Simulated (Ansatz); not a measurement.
# LiMg (P-6m2): scan of the energy under strain from a Python script

What does a strain cost in LiMg (P-6m2)? Aim: a scan of the energy under strain, for LiMg (P-6m2), run from a script.

All numbers are computed with the Python package of Ansatz 0.2.0. Level of theory: DFT LDA, plane waves, PAW.

### Step 1. Starting point

Symmetry: P-6m2, No. 187, hexagonal system. Conventional cell: a = 3.108 Å, b = 3.108 Å, c = 5.025 Å, α = 90.00°, β = 90.00°, γ = 120.00°. Li (site symmetry -6m2) has 6 Mg at 3.09 Å and 6 Li at 3.11 Å in its first shell of neighbours. Around Mg (site symmetry -6m2) lie 6 Li at 3.09 Å and 6 Mg at 3.11 Å.

The script holds or builds the structure itself.

### Step 2. The code

Input file strain.py:

```python
# -*- coding: utf-8 -*-
"""A biaxial strain scan of LiMg."""

import ansatz as az
import matplotlib.pyplot as plt
import numpy as np

config = {
    "max_scf": 200,
    "xc": "LDA",
    "cutoff": 260,
    "width_ev": 0.02,
    "kmesh": (13, 13, 7),
}

vectors0 = np.array([
    [3.108498, 0.0, 0.0],
    [-1.554249, 2.692038, 0.0],
    [0.0, 0.0, 5.025468],
])
sites = [
    ("Li", (0.0, 0.0, 0.0)),
    ("Mg", (2 / 3, 1 / 3, 0.5)),
]


def make_crystal(cell):
    crystal = az.Crystal(lattice=az.Lattice.of(cell))
    for symbol, position in sites:
        crystal = crystal.atom(symbol, position)
    return crystal

# clamped ions: the fractional positions stay as typed
values = np.linspace(-0.02, 0.02, 7)
energies = []
for d in values:
    strain = np.diag([d, d, 0])
    cell = vectors0 @ (np.eye(3) + strain)
    calc = (
        make_crystal(cell).calculation()
        .scf(max_iterations=config["max_scf"])
        .accuracy("low")
        .functional(config["xc"])
        .basis(config["cutoff"])
        .occupations(az.OccupationsMethod.GAUSSIAN, width=config["width_ev"])
        .kpoints(*config["kmesh"])
    )
    rep = calc.run().report
    energies.append(rep["free_energy_ev"] / len(sites))
    print(f"d = {d:+.4f}  F = {energies[-1]:.5f} eV/atom")
energies = np.array(energies)

for value, e in zip(values, energies):
    print(f"strain {value:7.3f}   E - Emin = {1000 * (e - energies.min()):9.3f} meV/atom")
plt.figure(figsize=(4.5, 3))
plt.plot(values, 1000 * (energies - energies.min()), "o-")
plt.xlabel("strain")
plt.ylabel("meV/atom")
plt.tight_layout()
plt.savefig("strain.png", dpi=100)
curvature = 2 * np.polyfit(values, energies, 3)[1]
volume = abs(np.linalg.det(vectors0)) / len(sites)
print(f"d2E/dd2 over the volume: {curvature / volume * 160.21766:.1f} GPa")
```

### Step 3. The calls as engine input

The package turns the script's settings into the engine's input (first run):

```yaml
crystal:
  lattice:
    - [3.04632804, 0.0, 0.0]
    - [-1.52316402, 2.63819724, 0.0]
    - [0.0, 0.0, 5.025468]
  atoms:
    - { symbol: Li, position: [0.0, 0.0, 0.0] }
    - { symbol: Mg, position: [0.6666666666666666, 0.3333333333333333, 0.5] }
accuracy: low
basis:
  ecutwfc: 260.0
kpoints:
  mp_grid:
    grid: [13, 13, 7]
hamiltonian:
  xc: lda
scf:
  max_iter: 200
  occupations:
    method: gaussian
    width: 0.02
```

### Step 4. The run

The run is started by

```sh
$ python strain.py
```

Q: Predict the main results. Wanted: range of energy; lowest point, strain.

The runs gave:

| quantity | value |
| --- | --- |
| runs compared | 7 |
| range of energy | 15.20 meV/atom |
| lowest point, strain | -0.020 |

What this shows: Runs 1, 2, 3, 4, 5, 6, 7: each has a cutoff under the recommended one, so what rests on them isn't a property of the system. The lowest point is at the first value of the scan; the highest lies 15.2 meV/atom above it. Notes:
- The cutoff lies under the one recommended for these potentials.
- Under the recommended cutoff a pressure can be off by several GPa, even in sign.
- The curvature belongs to this strain pattern and to the cell's stress; it equals a single elastic constant only for simple patterns.
- In a metal a curvature from energy changes of a few meV or less hangs on mesh and smearing, in size and even in sign.
- This cell is a computed structure, which may not be the phase found in nature.
- The ions keep their fractional positions (clamped ions).
